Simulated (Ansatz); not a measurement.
# Ge (diamond type): the cost of one run

Computed with Ansatz 0.2.0 (DFT PBEsol, with the methods named in each step, unless a step's input says otherwise).

### Step 1. The structure to begin with

It takes space group Fd-3m (No. 227, cubic). Conventional cell: a = 5.676 Å, b = 5.676 Å, c = 5.676 Å, α = 90.00°, β = 90.00°, γ = 90.00°. Around Ge (site symmetry -43m) lie 4 Ge at 2.46 Å.

As a file:

```
CELL_PARAMETERS angstrom
-2.83782 2.83782 0.00000
0.00000 0.00000 5.67563
2.83782 2.83782 0.00000
ATOMIC_POSITIONS crystal
Ge 0.50000 0.37500 0.25000
Ge 0.00000 0.87500 0.75000
Ge 0.00000 0.12500 0.25000
Ge 0.50000 0.62500 0.75000
```

Atoms are numbered in the order of the input: Ge1, Ge2, Ge3, Ge4.

### Step 2. Bulk in the slab's orientation, LAPW

The input, input.yaml:

```yaml
crystal:
  lattice:
    - [-2.83781644, 2.83781644, 0.0]
    - [0.0, 0.0, 5.67563288]
    - [2.83781644, 2.83781644, 0.0]
  atoms:
    - { symbol: Ge, position: [0.5, 0.375, 0.25] }
    - { symbol: Ge, position: [0.0, 0.875, 0.75] }
    - { symbol: Ge, position: [0.0, 0.125, 0.25] }
    - { symbol: Ge, position: [0.5, 0.625, 0.75] }
kpoints:
  mp_grid: { grid: [7, 5, 7] }
scf:
  occupations: { method: fermi_dirac, width: 0.02 }
hamiltonian:
  xc: pbesol
  pseudopotentials: { kind: all_electron, lapw: { basis_error: 0.001 } }
output:
  forces: true
  stress: true
  eigenvalues: true
```

Run with:

```bash
ansatz run input.yaml --threads 1 --pin off --max-ram 3584MiB --backend cpu --events-out ev --progress --plain --runs-dir out
```

What time and memory should one allow on 1 thread of Arm Neoverse V1, shared host?

About 36 s, with a peak of 0.45 GiB.
